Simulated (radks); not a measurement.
**The Coulomb parameter U of the 3d shell of Ni⁺**

The task here is to estimate one member of a computed series from the others.

Program: radks (a radial shooting solver on a logarithmic mesh, Libxc functionals) version 1. Level of theory: scalar-relativistic Kohn-Sham, PBE, spin-unpolarised, spherical densities, finite nucleus. These are calculated values, not measurements, unless marked.

## The atom as given

* element: nickel (Z = 28)
* charge: +1
* electrons: 27
* configuration: [Ar] 3d8 4s1
* nuclear rms radius: 3.7757 fm

The outer shells:

Ni⁺
```
[Ar] core
3d [↑↓][↑↓][↑↓][↑ ][↑ ]
4s [↑ ]
```

The first run:

The run's settings:

```text
Z 28
configuration [Ar] 3d8 4s1
relativity scalar-relativistic
functional pbe,pbe
spin unpolarised
nucleus finite rms 3.7757 fm
c 137.035999084
```

Among the steps run: Start: [Ar] 3d8 4s1.

One table of the session follows, with a row left open; its other results are not shown here.

It belongs to the step «Start: [Ar] 3d8 4s1». Sizes of the orbitals, from the radial functions (bohr):

```
level     <r>  outermost maximum (interpolated)  90 % within  nodes
   1s       ?                                 ?            ?      ?
   2s  0.2449                             0.205        0.379      1
   2p  0.2153                             0.165        0.352      0
   3s  0.7404                             0.640         1.11      2
   3p  0.7789                             0.647         1.20      1
   3d  0.9910                             0.631         1.74      0
   4s   2.543                              2.12         3.82      3
```

Q: Estimate the row for 1s from the others.

The run gave: <r>: 0.05409; outermost maximum (interpolated): 0.0354; 90 % within: 0.0966; nodes: 0. In the column «<r>» it is the lowest.
